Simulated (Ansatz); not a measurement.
# HfH₄S₄: how energies converge with the basis set

The task here is to estimate one member of a computed series from the others.

The runs use Ansatz 0.2.0, Gaussian basis; one geometry, several basis sets.

Plan: PBE0-D4/def2-SVP; ωB97M-V/def2-SVP; PBE0-D4/def2-QZVPP; ωB97M-V/def2-QZVPP; the functionals' def2-TZVPP values are taken from earlier runs.

### Structure used throughout

An earlier PBE0-D4 in a triple-zeta def2 set relaxation fixed the geometry. Hf takes the def2 core potential; no spin-orbit term is included.

SMILES `[SH][Hf]([SH])([SH])[SH]`, 9 atoms, charge 0, spin multiplicity 1.

Atoms are counted from 1 here; the program's logs count them from 0.

Bond lengths: S1–Hf2 2.426 Å, S1–H6 1.348 Å, Hf2–S3 2.426 Å, Hf2–S4 2.426 Å, Hf2–S5 2.426 Å, S3–H7 1.348 Å, S4–H8 1.348 Å, S5–H9 1.348 Å. Angles: Hf2–S1–H6 90.7°, S1–Hf2–S3 111.0°, S1–Hf2–S4 106.4°, S1–Hf2–S5 111.0°, S3–Hf2–S4 111.0°, S3–Hf2–S5 106.5°, S4–Hf2–S5 111.0°, Hf2–S3–H7 90.7°, Hf2–S4–H8 90.7°, Hf2–S5–H9 90.7°.

The first run:

Input file in.yaml:

```yaml
crystal:
  periodic: [false, false, false]
  atoms:
    - {symbol: S, position_ang: [-0.452012, 0.945200, -2.188788]}
    - {symbol: Hf, position_ang: [0.000618, -0.000104, -0.000419]}
    - {symbol: S, position_ang: [2.382934, -0.314806, 0.335770]}
    - {symbol: S, position_ang: [-1.177883, -2.119184, 0.089805]}
    - {symbol: S, position_ang: [-0.751315, 1.488422, 1.762043]}
    - {symbol: H, position_ang: [-0.584375, 2.173858, -1.649474]}
    - {symbol: H, position_ang: [2.596864, -0.246771, -0.993735]}
    - {symbol: H, position_ang: [-0.136821, -2.690715, 0.728178]}
    - {symbol: H, position_ang: [-1.878010, 0.764112, 1.916629]}
basis:
  gaussian: {orbitals: def2-SVP}
hamiltonian: {xc: pbe0, dispersion: d4}
output: {orbitals: {seedname: orbitals}}
```

The run is started by

```console
ansatz run in.yaml --threads 2 --pin off --events-out ev --progress --plain --max-ram 22528MiB --backend cpu
```

Steps of the session up to this table: PBE0-D4 in def2-SVP; ωB97M-V in def2-SVP; PBE0-D4 in def2-QZVPP; ωB97M-V in def2-QZVPP.

One table of the session follows, with a row left open; its other results are not shown here.

It belongs to the step «Density functionals: the series». 

```
functional       basis  HOMO (eV)  LUMO (eV)
   PBE0-D4    def2-SVP      -7.95      -2.00
   PBE0-D4  def2-TZVPP      -7.95      -1.99
   PBE0-D4  def2-QZVPP      -7.97      -2.03
   ωB97M-V    def2-SVP     -10.07      -0.01
   ωB97M-V  def2-TZVPP     -10.12       0.00
   ωB97M-V  def2-QZVPP          ?          ?
```

**Question.** Estimate the row for ωB97M-V, def2-QZVPP.

As computed: HOMO (eV): -10.15; LUMO (eV): -0.05. In the column «HOMO (eV)» it is the lowest.
